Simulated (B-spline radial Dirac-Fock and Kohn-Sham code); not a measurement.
# An X-ray data sheet for Ta⁺, step by step

What does theory give for the Ta⁺ ion? The session works out the binding energy of each subshell and its photoionisation cross sections.

Method: a free atom or ion on a radial basis; each step names its model; computed with B-spline radial Dirac-Fock and Kohn-Sham code, version 3.

### 1 The system

Tantalum as Ta⁺, [Xe] 4f14 5d4 (an excited configuration).

```yaml
nuclear_charge: 73
electrons: 72
mass_number: 181
nuclear_rms_radius: 5.3507 fm
```

Outer shells as boxes (Hund's rule, for the drawing alone; heavy ions are jj-coupled, and the calculation averages over the configuration):

```
[Xe] core
4f [↑↓][↑↓][↑↓][↑↓][↑↓][↑↓][↑↓]
5d [↑ ][↑ ][↑ ][↑ ][  ]
```

### 2 Hole states by ΔSCF

Model: Dirac-Fock average of configuration, Delta-SCF, finite nucleus, first-order Breit with its frequency dependence, self-energy and vacuum polarisation.

Settings, as recorded:

```ini
task = binding
Z = 73
charge = 1
configuration = 1s2 2s2 2p6 3s2 3p6 3d10 4s2 4p6 4d10 4f14 5s2 5p6 5d4
mass_number = 181
rms_radius = 5.3507  # fm
```

Results of the run (chosen fields of its result record, rounded):

```text
{
  "status": "converged",
  "shells": ["K", "L1", "L2", "L3", "M1", "M2", "M3", "M4", "M5", "N1", "N2", "N3", "N4", "N5", "N6", "N7", "O1", "O2", "O3", "O4,5"],
  "total_energy_parts [Ha]": [-15616.2805, 18.3290382, -1.94025201, -0.310748741, 13.2923121, -2.36155131],
  "koopmans [eV]": [67844.8, 11794.5, 11246.8, 9973.9, 2765.88, 2523.44, 2245.05, 1841.38, 1781.35, 599.082, 498.067, 433.318, 267.098, 254.961, 46.1577, 43.9766, 91.62, 59.8143, 50.6533, 12.9152],
  "dirac_coulomb [eV]": [67755.6, 11740.4, 11188.2, 9918.32, 2734.46, 2491.03, 2214.22, 1807.9, 1748.45, 585.276, 484.489, 420.84, 255.1, 243.339, 36.1479, 34.1883, 88.1132, 56.8255, 48.1019, 11.9921],
  "gaunt [eV]": [-240.816, -26.1081, -45.067, -31.0385, -4.63006, -8.26462, -5.40082, -3.49888, -2.33053, -0.933474, -1.68559, -0.997136, -0.443954, -0.205526, 0.137588, 0.220441, -0.122577, -0.191686, -0.0928686, 0.00746882],
  "retardation [eV]": [18.0517, 2.15624, 4.87412, 4.86629, 0.365743, 0.872808, 0.877221, 0.341982, 0.332596, 0.0813473, 0.189439, 0.183145, 0.046336, 0.0445391, -0.032112, -0.0316556, 0.00892309, 0.0199912, 0.0187899, -0.0010239],
  "breit_frequency [eV]": [3.79109, -0.321615, -0.0273022, 1.67104, -0.0827519, -0.0861658, 0.333781, -0.0353485, 0.000911395, -0.0206952, -0.0239318, 0.0749076, -0.00913269, -0.00118251, -0.00487395, -0.00444818, -0.00374503, -0.00416759, 0.00943957, -0.000609245],
  "self_energy [eV]": [-140.996, -20.1643, -0.0553665, -1.45255, -4.61735, -0.111774, -0.368535, 0.324375, 0.159118, -1.10862, -0.0173235, -0.0752463, 0.0711061, 0.0380131, 0.0408982, 0.0322306, -0.181808, 0.000480361, -0.00646562, 0.0036892],
  "vacuum_polarisation [eV]": [26.3428, 3.53021, 0.137864, -0.129328, 0.784906, 0.0336372, -0.0340602, -0.0370482, -0.0352506, 0.189025, 0.00744653, -0.00872891, -0.0083152, -0.00791336, -0.00432102, -0.00420371, 0.0311645, 0.000817021, -0.00154764, -0.000451347],
  "binding [eV]": [67422.0, 11699.5, 11148.1, 9892.23, 2726.28, 2483.48, 2209.63, 1805.0, 1746.58, 583.483, 482.959, 420.017, 254.756, 243.207, 36.2851, 34.4006, 87.8452, 56.6509, 48.0292, 12.0012],
  "mean_radius [bohr]": [0.0186624, 0.0782888, 0.0649514, 0.0727514, 0.203823, 0.194101, 0.208469, 0.183001, 0.187442, 0.459119, 0.465656, 0.496854, 0.517151, 0.528441, 0.622828, 0.632917, 1.12311, 1.24097, 1.34338, 2.20593]
}
```

total_energy_parts: Dirac-Coulomb, Gaunt, retardation, frequency dependence, self-energy, vacuum polarisation. 

Each level as Koopmans' value plus corrections (eV):

| level | -ε | relaxation | Breit | QED | binding |
| --- | --- | --- | --- | --- | --- |
| K (1s) | 67844.8 | -89.18 | -218.97 | -114.65 | 67422.0 |
| L1 (2s) | 11794.5 | -54.13 | -24.27 | -16.63 | 11699.5 |
| L2 (2p1/2) | 11246.8 | -58.55 | -40.22 | 0.08 | 11148.1 |
| L3 (2p3/2) | 9973.9 | -55.58 | -24.50 | -1.58 | 9892.2 |
| M1 (3s) | 2765.9 | -31.42 | -4.35 | -3.83 | 2726.3 |
| M2 (3p1/2) | 2523.4 | -32.41 | -7.48 | -0.08 | 2483.5 |
| M3 (3p3/2) | 2245.0 | -30.83 | -4.19 | -0.40 | 2209.6 |
| M4 (3d3/2) | 1841.4 | -33.47 | -3.19 | 0.29 | 1805.0 |
| M5 (3d5/2) | 1781.4 | -32.90 | -2.00 | 0.12 | 1746.6 |
| N1 (4s) | 599.1 | -13.81 | -0.87 | -0.92 | 583.5 |
| N2 (4p1/2) | 498.1 | -13.58 | -1.52 | -0.01 | 483.0 |
| N3 (4p3/2) | 433.3 | -12.48 | -0.74 | -0.08 | 420.0 |
| N4 (4d3/2) | 267.1 | -12.00 | -0.41 | 0.06 | 254.8 |
| N5 (4d5/2) | 255.0 | -11.62 | -0.16 | 0.03 | 243.2 |
| N6 (4f5/2) | 46.16 | -10.01 | 0.10 | 0.04 | 36.29 |
| N7 (4f7/2) | 43.98 | -9.79 | 0.18 | 0.03 | 34.40 |
| O1 (5s) | 91.62 | -3.51 | -0.12 | -0.15 | 87.85 |
| O2 (5p1/2) | 59.81 | -2.99 | -0.18 | 0.00 | 56.65 |
| O3 (5p3/2) | 50.65 | -2.55 | -0.06 | -0.01 | 48.03 |
| O4,5 (5d) | 12.92 | -0.92 | 0.01 | 0.00 | 12.00 |

X-ray lines as differences of these levels:

| line | energy (eV) |
| --- | --- |
| Kβ2' (K-N3) | 67002.0 |
| Kβ2'' (K-N2) | 66939.0 |
| Kβ1 (K-M3) | 65212.3 |
| Kβ3 (K-M2) | 64938.5 |
| Kα1 (K-L3) | 57529.7 |
| Kα2 (K-L2) | 56273.9 |
| Lγ4 (L1-O3) | 11651.5 |
| Lγ3 (L1-N3) | 11279.5 |
| Lγ2 (L1-N2) | 11216.5 |
| Lγ1 (L2-N4) | 10893.3 |
| Lγ5 (L2-N1) | 10564.6 |
| Lβ7 (L3-O1) | 9804.4 |
| Lβ2 (L3-N5) | 9649.0 |
| Lβ15 (L3-N4) | 9637.5 |

### 3 Photoionisation

Model: independent-particle photoionisation: Dirac-Hartree-Slater potential of the initial state with a Latter tail for bound and continuum orbitals, all multipoles (length form near threshold, velocity form far above), thresholds from Dirac-Fock Delta-SCF.

The run's settings:

```ini
task = photo
photon_energy = [35.7, 40.81, 60, 76.8, 80, 200, 248.0, 400, 1250.0, 1253.6, 1600.0, 3350.0, 3820.0, 9251.7, 17479.3, 62800.0]  # eV
```

Results of the run (chosen fields of its result record, rounded):

```text
{
  "status": "converged",
  "shells": ["K", "L1", "L2", "L3", "M1", "M2", "M3", "M4", "M5", "N1", "N2", "N3", "N4", "N5", "N6", "N7", "O1", "O2", "O3", "O4", "O5"],
  "occupation": [2.0, 2.0, 2.0, 4.0, 2.0, 2.0, 4.0, 4.0, 6.0, 2.0, 2.0, 4.0, 4.0, 6.0, 6.0, 8.0, 2.0, 2.0, 4.0, 1.6, 2.4],
  "threshold [eV]": [67422.0, 11699.5, 11148.1, 9892.23, 2726.28, 2483.48, 2209.63, 1805.0, 1746.58, 583.483, 482.959, 420.017, 254.756, 243.207, 36.2851, 34.4006, 87.8452, 56.6509, 48.0292, 12.2904, 11.8084],
  "sigma [Mb]": [
    ["L1", "-", "-", "-", "-", "-", "-", "-", "-", "-", "-", "-", "-", "-", "-", 0.00494, 0.000309],
    ["L2", "-", "-", "-", "-", "-", "-", "-", "-", "-", "-", "-", "-", "-", "-", 0.00619, 0.000148],
    ["L3", "-", "-", "-", "-", "-", "-", "-", "-", "-", "-", "-", "-", "-", "-", 0.00913, 0.00017],
    ["M1", "-", "-", "-", "-", "-", "-", "-", "-", "-", "-", "-", 0.0227, 0.0188, 0.00414, 0.00118, 6.69e-05],
    ["M2", "-", "-", "-", "-", "-", "-", "-", "-", "-", "-", "-", 0.033, 0.0271, 0.00492, 0.00108, 3.15e-05],
    ["M3", "-", "-", "-", "-", "-", "-", "-", "-", "-", "-", "-", 0.0725, 0.057, 0.00841, 0.00164, 3.76e-05],
    ["M4", "-", "-", "-", "-", "-", "-", "-", "-", "-", "-", "-", 0.0911, 0.0624, 0.0038, 0.000407, 3.12e-06],
    ["M5", "-", "-", "-", "-", "-", "-", "-", "-", "-", "-", "-", 0.127, 0.0863, 0.00501, 0.000516, 3.54e-06],
    ["N1", "-", "-", "-", "-", "-", "-", "-", "-", 0.0322, 0.0321, 0.0228, 0.00695, 0.00551, 0.00106, 0.000294, 1.64e-05],
    ["N2", "-", "-", "-", "-", "-", "-", "-", "-", 0.0354, 0.0353, 0.0265, 0.00854, 0.00674, 0.00111, 0.000245, 7.34e-06],
    ["N3", "-", "-", "-", "-", "-", "-", "-", "-", 0.091, 0.0906, 0.063, 0.017, 0.0131, 0.00185, 0.000366, 8.67e-06],
    ["N4", "-", "-", "-", "-", "-", "-", "-", 0.182, 0.12, 0.12, 0.0769, 0.0143, 0.0101, 0.000746, 8.73e-05, 7.34e-07],
    ["N5", "-", "-", "-", "-", "-", "-", 0.307, 0.317, 0.175, 0.175, 0.111, 0.0197, 0.0139, 0.000975, 0.00011, 8.26e-07],
    ["N6", "-", 0.371, 0.565, 1.05, 1.16, 2.75, 2.52, 1.45, 0.0889, 0.0881, 0.0405, 0.00298, 0.00181, 4.92e-05, 2.92e-06, 7.24e-09],
    ["N7", 0.563, 0.519, 0.877, 1.59, 1.74, 3.73, 3.36, 1.9, 0.113, 0.112, 0.0513, 0.00372, 0.00225, 5.99e-05, 3.48e-06, 8.11e-09],
    ["O1", "-", "-", "-", "-", "-", 0.0644, 0.0543, 0.0326, 0.00645, 0.00642, 0.00437, 0.00126, 0.000999, 0.000189, 5.17e-05, 2.87e-06],
    ["O2", "-", "-", 2.22, 0.852, 0.731, 0.0438, 0.0323, 0.0203, 0.0059, 0.00588, 0.00419, 0.00127, 0.000997, 0.000162, 3.57e-05, 1.08e-06],
    ["O3", "-", "-", 2.16, 0.844, 0.732, 0.122, 0.0997, 0.0607, 0.0133, 0.0133, 0.00898, 0.00236, 0.00182, 0.000256, 5.07e-05, 1.21e-06],
    ["O4", 3.26, 2.3, 0.724, 0.3, 0.256, 0.00736, 0.00776, 0.00903, 0.0027, 0.00269, 0.00171, 0.000321, 0.000228, 1.71e-05, 2.03e-06, 1.73e-08],
    ["O5", 4.37, 3.06, 0.928, 0.373, 0.317, 0.011, 0.0122, 0.0135, 0.00371, 0.0037, 0.00232, 0.000419, 0.000296, 2.12e-05, 2.41e-06, 1.84e-08]
  ],
  "beta_dipole": [
    ["L1", "-", "-", "-", "-", "-", "-", "-", "-", "-", "-", "-", "-", "-", "-", 1.96, 1.94],
    ["L2", "-", "-", "-", "-", "-", "-", "-", "-", "-", "-", "-", "-", "-", "-", 1.43, 1.04],
    ["L3", "-", "-", "-", "-", "-", "-", "-", "-", "-", "-", "-", "-", "-", "-", 1.56, 1.07],
    ["M1", "-", "-", "-", "-", "-", "-", "-", "-", "-", "-", "-", 1.92, 1.93, 1.95, 1.96, 1.94],
    ["M2", "-", "-", "-", "-", "-", "-", "-", "-", "-", "-", "-", 1.39, 1.5, 1.56, 1.42, 0.984],
    ["M3", "-", "-", "-", "-", "-", "-", "-", "-", "-", "-", "-", 1.47, 1.56, 1.67, 1.55, 0.991],
    ["M4", "-", "-", "-", "-", "-", "-", "-", "-", "-", "-", "-", 1.17, 1.23, 1.18, 0.948, 0.352],
    ["M5", "-", "-", "-", "-", "-", "-", "-", "-", "-", "-", "-", 1.18, 1.22, 1.08, 0.826, 0.259],
    ["N1", "-", "-", "-", "-", "-", "-", "-", "-", 1.9, 1.9, 1.91, 1.94, 1.94, 1.96, 1.96, 1.94],
    ["N2", "-", "-", "-", "-", "-", "-", "-", "-", 1.45, 1.45, 1.58, 1.69, 1.69, 1.57, 1.41, 0.971],
    ["N3", "-", "-", "-", "-", "-", "-", "-", "-", 1.43, 1.43, 1.56, 1.73, 1.74, 1.68, 1.53, 0.973],
    ["N4", "-", "-", "-", "-", "-", "-", "-", -0.859, 1.14, 1.14, 1.26, 1.38, 1.37, 1.16, 0.915, 0.336],
    ["N5", "-", "-", "-", "-", "-", "-", -0.73, -0.591, 1.22, 1.22, 1.3, 1.32, 1.3, 1.04, 0.789, 0.243],
    ["N6", "-", 1.11, 1.49, 0.887, 0.803, 0.33, 0.402, 0.627, 1.05, 1.05, 1.07, 0.97, 0.936, 0.669, 0.479, 0.0611],
    ["N7", 0.653, 1.37, 1.34, 0.777, 0.704, 0.339, 0.418, 0.646, 1.04, 1.04, 1.06, 0.949, 0.914, 0.649, 0.467, 0.0765],
    ["O1", "-", "-", "-", "-", "-", 1.66, 1.74, 1.83, 1.92, 1.92, 1.93, 1.94, 1.95, 1.96, 1.96, 1.94],
    ["O2", "-", "-", 1.89, 1.9, 1.87, -0.0416, 0.0543, 0.766, 1.63, 1.63, 1.68, 1.71, 1.7, 1.57, 1.4, 0.968],
    ["O3", "-", "-", 1.96, 1.51, 1.38, -0.029, 0.266, 0.861, 1.58, 1.58, 1.65, 1.75, 1.76, 1.68, 1.53, 0.969],
    ["O4", 0.684, 0.793, 1.19, 1.49, 1.54, -0.343, -0.638, 0.27, 1.27, 1.27, 1.34, 1.39, 1.38, 1.16, 0.91, 0.333],
    ["O5", 0.784, 0.91, 1.34, 1.64, 1.69, -0.498, -0.407, 0.516, 1.32, 1.33, 1.37, 1.33, 1.31, 1.03, 0.784, 0.24]
  ]
}
```

Rows start with the subshell; columns follow the photon energies; blanks lie below or just at threshold.

Totals and shares by shell:

| hν (eV) | total (kb) | L (%) | M (%) | N (%) | O (%) |
| --- | --- | --- | --- | --- | --- |
| 35.700 | 8190 | - | - | 6.9 | 93.1 |
| 40.810 | 6250 | - | - | 14.2 | 85.8 |
| 60.000 | 7470 | - | - | 19.3 | 80.7 |
| 76.800 | 5010 | - | - | 52.7 | 47.3 |
| 80.000 | 4930 | - | - | 58.7 | 41.3 |
| 200.00 | 6730 | - | - | 96.3 | 3.7 |
| 248.00 | 6390 | - | - | 96.8 | 3.2 |
| 400.00 | 3990 | - | - | 96.6 | 3.4 |
| 1250.0 | 688 | - | - | 95.3 | 4.7 |
| 1253.6 | 684 | - | - | 95.3 | 4.7 |
| 1600.0 | 413 | - | - | 94.8 | 5.2 |
| 3350.0 | 425 | - | 81.5 | 17.2 | 1.3 |
| 3820.0 | 309 | - | 81.3 | 17.3 | 1.4 |
| 9251.7 | 32.8 | - | 80.2 | 17.9 | 2.0 |
| 17479 | 26.3 | 76.9 | 18.3 | 4.2 | 0.5 |
| 62800 | 0.809 | 77.5 | 17.6 | 4.2 | 0.6 |

### 4 What came out

| quantity | value |
| --- | --- |
| deepest level listed, K (1s) | 67422.0 eV |
| least bound, O4,5 (5d) | 12.00 eV |
| Kα1 | 57529.7 eV |
| total at 1600.0 eV | 413 kb |
| strongest subshell at 1600.0 eV | N5 (4d5/2), 111 kb, β = 1.30 |

**Reading.** For K (1s), relaxation takes off 89.2 eV, Breit terms shift it by -218.97 and QED by -114.65 eV. At 1600.0 eV, N5 (4d5/2) gives 27 % of the photoabsorption; at 62800 eV the L shell gives 78 %. Under 200 eV, coupling between channels can change such values by tens of per cent. The Hartree-Fock and Dirac-Fock values hold no electron correlation.
